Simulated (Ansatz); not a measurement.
**FH₂InS: taking an electron away**

How much energy removes an electron from FH₂InS at fixed geometry? The cation is run at each level and the neutral's energy taken from earlier runs.

Method: unrestricted cation, the program's frozen cores in correlated methods; program: Ansatz 0.2.0, Gaussian basis.

Plan: UKS PBE-D4/def2-TZVPP; UKS r2SCAN-D4/def2-TZVPP; UKS PBE0-D4/def2-TZVPP; UKS B3LYP-D4/def2-TZVPP; UKS wB97X-V/def2-TZVPP; UKS wB97M-V/def2-TZVPP; UKS B2PLYP/def2-TZVPP; UHF-CCSD(T)/def2-TZVPP; UHF-CCSD(T)/def2-QZVPP; extrapolation to the limit; then −ε(HOMO) from the neutral's earlier runs with LDA (SPW92), PBE-D4, revPBE-D4, BLYP-D4, r2SCAN-D4, B97M-V, PBE0-D4, B3LYP-D4, r2SCANh-D4, r2SCAN0-D4, HSE06-D4, BHLYP-D4, CAM-B3LYP-D4, LC-ωPBE, ωB97X-V, ωB97M-V.

1 further run of the same task is left out (for a known fault of the program).

**1. The relaxed structure**

All runs share one geometry, relaxed beforehand with PBE0-D4 in a triple-zeta def2 set. In takes the def2 core potential; no spin-orbit term is included.

SMILES `[F][InH][SH]`, 5 atoms, charge 0, spin multiplicity 1.

Atoms are counted from 1 here; the program's logs count them from 0.

Bond lengths: F1–In2 1.954 Å, In2–S3 2.360 Å, In2–H4 1.693 Å, S3–H5 1.345 Å. Angles: F1–In2–S3 107.9°, F1–In2–H4 117.6°, S3–In2–H4 134.5°, In2–S3–H5 91.2°.

**2. Cation, UKS PBE-D4/def2-TZVPP**

in.yaml

```yaml
crystal:
  periodic: [false, false, false]
  atoms:
    - {symbol: F, position_ang: [-1.098270, -1.195141, 0.957975]}
    - {symbol: In, position_ang: [-0.537382, 0.020819, -0.465521]}
    - {symbol: S, position_ang: [1.648078, 0.758887, 0.030922]}
    - {symbol: H, position_ang: [-1.633040, 0.317652, -1.722146]}
    - {symbol: H, position_ang: [1.670513, 0.024181, 1.157370]}
basis:
  gaussian: {orbitals: def2-TZVPP}
total_charge: 1
magnetization: {spin_polarized: true, initial_magnetization: 1}
hamiltonian: {xc: pbe, dispersion: d4}
```

Run with:

```
> ansatz run in.yaml --threads 2 --pin off --events-out ev --progress --plain --max-ram 32768MiB --backend cpu
```

Further steps of the session: Cation, UKS r2SCAN-D4/def2-TZVPP; Cation, UKS PBE0-D4/def2-TZVPP; Cation, UKS B3LYP-D4/def2-TZVPP; Cation, UKS wB97X-V/def2-TZVPP; Cation, UKS wB97M-V/def2-TZVPP; Cation, UKS B2PLYP (frozen core)/def2-TZVPP; Cation, UHF-CCSD(T)/def2-TZVPP; Cation, UHF-CCSD(T)/def2-QZVPP.

**Question.** What will the summary of the whole plan be? Wanted: ionisation energy, CCSD(T)/CBS; nearest functional by difference; nearest −ε(HOMO); −ε(HOMO) of PBE; T1 of the cation.

**Answer**, as computed:

```
                        quantity                value
  ionisation energy, CCSD(T)/CBS             10.32 eV
nearest functional by difference  B3LYP-D4 (-0.12 eV)
                nearest −ε(HOMO)   ωB97X-V (-0.10 eV)
                 −ε(HOMO) of PBE              6.67 eV
                T1 of the cation                0.018
```

Energy differences with functionals land within 0.28 eV of the reference. The PBE orbital energy is 3.6 eV too small: a semilocal HOMO is no ionisation energy. Among orbital estimates ωB97X-V comes nearest. Hartree-Fock falls 1.26 eV short, as the neutral has more correlation energy than the cation. Correlated methods include outer-core shells of In, which these sets cover unevenly. With outer-core shells in play the reference is unsure by up to some tenths of an eV, so close misses can't be ranked.
